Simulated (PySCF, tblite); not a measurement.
**C4H10Ge: geometry, infrared bands and NMR shifts**

Wanted: the infrared bands and NMR shifts of C4H10Ge (`CC/C=[CH]/[GeH3]`), by calculation.

Computed with tblite 0.8.0 and PySCF 2.14.0, with density-fitted response routines of our own, on a single molecule in the gas phase. Atoms are numbered from 0 throughout.

### Step 1. Starting geometry

15 atoms, charge 0, multiplicity 1; geometry from: force field or distance geometry start.

Bonds of the start (Å): C0–C1 1.53, C1–C2 1.52, C2–C3 1.32, C3–Ge4 1.92, C0–H5 1.10, C0–H6 1.11, C0–H7 1.11, C1–H8 1.12, C1–H9 1.10, C2–H10 1.09, C3–H11 1.10, Ge4–H12 1.55, Ge4–H13 1.56, Ge4–H14 1.56.

### Step 2. Relaxing the molecule with GFN2-xTB

Job settings and geometry (Å):

```
{"job": {"kind": "relax", "xc": "GFN2-xTB", "basis": "xTB"}, "charge": 0, "multiplicity": 1}
C     -2.157400    -0.646000     0.038600
C     -1.460200     0.707500     0.138600
C      0.013700     0.577100    -0.187600
C      0.863100    -0.034300     0.615100
Ge     2.727100    -0.164600     0.176200
H     -1.753000    -1.366100     0.769800
H     -2.053900    -1.052200    -0.990000
H     -3.241200    -0.505200     0.257800
H     -1.567100     1.106600     1.177400
H     -1.935100     1.414400    -0.554800
H      0.363800     1.035600    -1.109300
H      0.520200    -0.489400     1.555800
H      3.477400    -0.927700     1.295200
H      2.884900    -0.920400    -1.177900
H      3.313500     1.272800     0.030700
```

On the command line:

```
$ OMP_NUM_THREADS=1 python probes_run.py task.json out
```

The driver reads the jobs from task.json and runs them one after another.

**Question.** This job is followed by: GFN2-xTB harmonic vibrations, gas phase; GIAO PBE0/pcSseg-1 NMR shielding, non-relativistic, gas phase. Predict these results of the whole session: strongest single infrared mode (GFN2-xTB); zero-point energy (GFN2-xTB); 13C shifts against TMS (PBE0/pcSseg-1); 1H shifts against TMS (PBE0/pcSseg-1, means over atoms taken as alike); 73Ge shifts against GeMe4 (PBE0/pcSseg-1).

The runs gave:

| quantity | value |
| --- | --- |
| strongest single infrared mode (GFN2-xTB) | 2058 cm⁻¹, 479 km/mol |
| zero-point energy (GFN2-xTB) | 74.6 kcal/mol |
| 13C shifts against TMS (PBE0/pcSseg-1) | 162.2, 125.0, 36.7, 16.4 ppm |
| 1H shifts against TMS (PBE0/pcSseg-1, means over atoms taken as alike) | 6.41, 5.94, 3.75, 2.27, 1.09 ppm |
| 73Ge shifts against GeMe4 (PBE0/pcSseg-1) | -237 ppm |

What this shows: The optimisation took 95 steps and gained 0.240 eV; among the close pairs (by a distance rule), Ge4–H13 changed most, from 1.559 to 1.493 Å. No mode is imaginary among the 39: a minimum at this level. The strongest single mode, at 2058 cm⁻¹, moves mainly H14 and H12. GFN2-xTB is a fitted tight-binding method: band positions and strengths are rough. Its intensities can rank the bands wrongly. At PBE0/pcSseg-1: The widest tensor belongs to C2: span 242 ppm, with a paramagnetic part of -233 ppm. Spin-orbit coupling is left out, which matters for shieldings and couplings at and beside the heavy atoms.
